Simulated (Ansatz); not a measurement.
# WN (sextet): wave-function methods side by side, def2-QZVPP

An exercise on one series of results from a longer session: the logs are not shown, and one member is left open.

The runs use Ansatz 0.2.0, Gaussian basis; def2-QZVPP, core rule «outside noble gas», up to 5 orbitals frozen.

To be run: UHF; ROHF; CCSD(T) on UHF.

### The geometry

The geometry is a PBE0/def2-TZVP stationary point (not a proven minimum). No spin-orbit coupling is included. Elements past krypton take def2 core potentials.

2 atoms, charge 0, spin multiplicity 6.

Atoms are counted from 1 here; the program's logs count them from 0.

Bond lengths: W1–N2 1.844 Å.

Set-up of the first run:

in.yaml reads:

```yaml
crystal:
  periodic: [false, false, false]
  atoms:
    - {symbol: W, position_ang: [0.000000, 0.000000, 0.000000]}
    - {symbol: N, position_ang: [0.000000, 0.000000, 1.843600]}
basis:
  gaussian: {orbitals: "def2-QZVPP.json"}
magnetization: {spin_polarized: true, initial_magnetization: 5}
hamiltonian: {xc: hf}
output: {orbitals: {seedname: orbitals}}
```

Run with:

```bash
$ ansatz run in.yaml --threads 1 --pin off --events-out ev --progress --plain --max-ram 3968MiB --backend cpu
```

Among the steps run: UHF; ROHF; CCSD(T) on UHF.

One of the session's tables, all rows but one given; the rest of the session is left out.

It belongs to the step «Misses and costs». 

| method | from UCCSD(T) (meV) |
| --- | --- |
| ROHF | +9587.0 |
| UHF | +8952.7 |
| UMP2 | ? |
| UCCSD | +567.4 |
| UCCSD(T) | 0 |

Estimate the missing values for UMP2.

**Answer.** from UCCSD(T) (meV): +1527.2. In the column «from UCCSD(T) (meV)» it lies between UCCSD (+567.4) and UHF (+8952.7).

Limits of these values: The determinant of HF (⟨S²⟩ 9.28) is far from a pure spin state, so its energy mixes those of several spin states; that is harmless only where they are near-degenerate. The determinant of CCSD(T) (⟨S²⟩ 9.28) is far from a pure spin state, so its energy mixes those of several spin states; high orders of coupled cluster remove much of that, low ones don't.
